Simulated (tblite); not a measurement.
# CH7F2GeNSi: the cost of one run

Programs: tblite 0.8.0 and PySCF 2.14.0. All values are calculated, for the isolated system unless a continuum is named. Atoms count from 0, parts from 1.

## 1. The system as given

13 atoms, charge 0, multiplicity 1; geometry: distance geometry start.

## 2. Geometry optimisation with GFN2-xTB

Job settings and geometry (Å):

```
{"job": {"kind": "relax", "xc": "GFN2-xTB", "basis": "xTB"}, "charge": 0, "multiplicity": 1}
C     -0.421078     1.074174    -0.002741
N      0.612910     0.529260     0.864192
Si     1.523968    -0.687999    -0.050510
Ge    -1.550502    -0.416007    -0.545493
F     -1.162366     2.070557     0.573412
F      0.119969     1.643838    -1.167857
H      1.213589     1.235271     1.309809
H      0.995868    -0.720812    -1.423664
H      2.947337    -0.367129    -0.158481
H      1.311076    -1.970514     0.668833
H     -2.985214     0.123376    -0.779430
H     -1.593437    -1.453877     0.634452
H     -0.985533    -1.074463    -1.757739
```

Level: GFN2-xTB geometry optimisation, gas phase.

Launch:

```sh
$ OMP_NUM_THREADS=1 python cluster_run.py task.json out
```

This one command runs all jobs of the session in turn.

Q: Estimate the wall time of this first job on 1 thread of Arm Neoverse V2, shared host.

About 2.3 s.
